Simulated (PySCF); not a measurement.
# H3O3Pb (Pb(OH)3+): the cost of one run

Method: PBE0, Pb def2-SVP with ECP60, O def2-SVP, H def2-SVP; scalar-relativistic core potentials, no spin–orbit coupling; program: PySCF 2.14.0.

1 further run of the same task is left out (for a known fault of the program).

### Step 1. The system as given

7 atoms, charge 1, spin multiplicity 1.

Bond lengths: Pb1–O2 1.918 Å, Pb1–O4 1.918 Å, Pb1–O6 1.918 Å, O2–H3 0.966 Å, O4–H5 0.966 Å, O6–H7 0.966 Å. Angles: O2–Pb1–O4 120.0°, O2–Pb1–O6 120.0°, O4–Pb1–O6 120.0°, Pb1–O2–H3 158.7°, Pb1–O4–H5 158.7°, Pb1–O6–H7 158.7°.

As a file:

| atom | x (Å) | y (Å) | z (Å) |
| --- | --- | --- | --- |
| Pb1 | 0.0000 | 0.0000 | 0.0000 |
| O2 | 1.9184 | 0.0000 | 0.0000 |
| H3 | 2.8184 | 0.0000 | 0.3500 |
| O4 | -0.9592 | 1.6614 | 0.0000 |
| H5 | -1.4092 | 2.4408 | 0.3500 |
| O6 | -0.9592 | -1.6614 | 0.0000 |
| H7 | -1.4092 | -2.4408 | 0.3500 |

Formal oxidation states: Pb +4.

### Step 2. SCF at the start, singlet

run.py (the lines that set the calculation)

```python
mol = gto.M(atom='''
Pb     0.00000     0.00000     0.00000
O      1.91840     0.00000     0.00000
H      2.81840     0.00000     0.35000
O     -0.95920     1.66140     0.00000
H     -1.40920     2.44080     0.35000
O     -0.95920    -1.66140     0.00000
H     -1.40920    -2.44080     0.35000''',
    basis={'Pb': 'def2-SVP', 'O': 'def2-SVP', 'H': 'def2-SVP'},
    ecp={'Pb': 'def2-SVP'},
    charge=1, spin=0)
mf = dft.RKS(mol, xc='PBE0')
mf.grids.atom_grid = (50, 194)
mf = mf.density_fit()  # fitting sets: Pb def2-universal-JKFIT, O def2-universal-JKFIT, H def2-universal-JKFIT
mf.conv_tol = 1e-08; mf.max_cycle = 55
mf.kernel(dm0)  # dm0: free metal ions and neutral atoms
```

Launch:

```console
OMP_NUM_THREADS=2 python run.py
```

What time and memory should one allow on 2 threads of Arm Neoverse V2, shared host?

About 1.2 s, with a peak of 0.43 GiB.
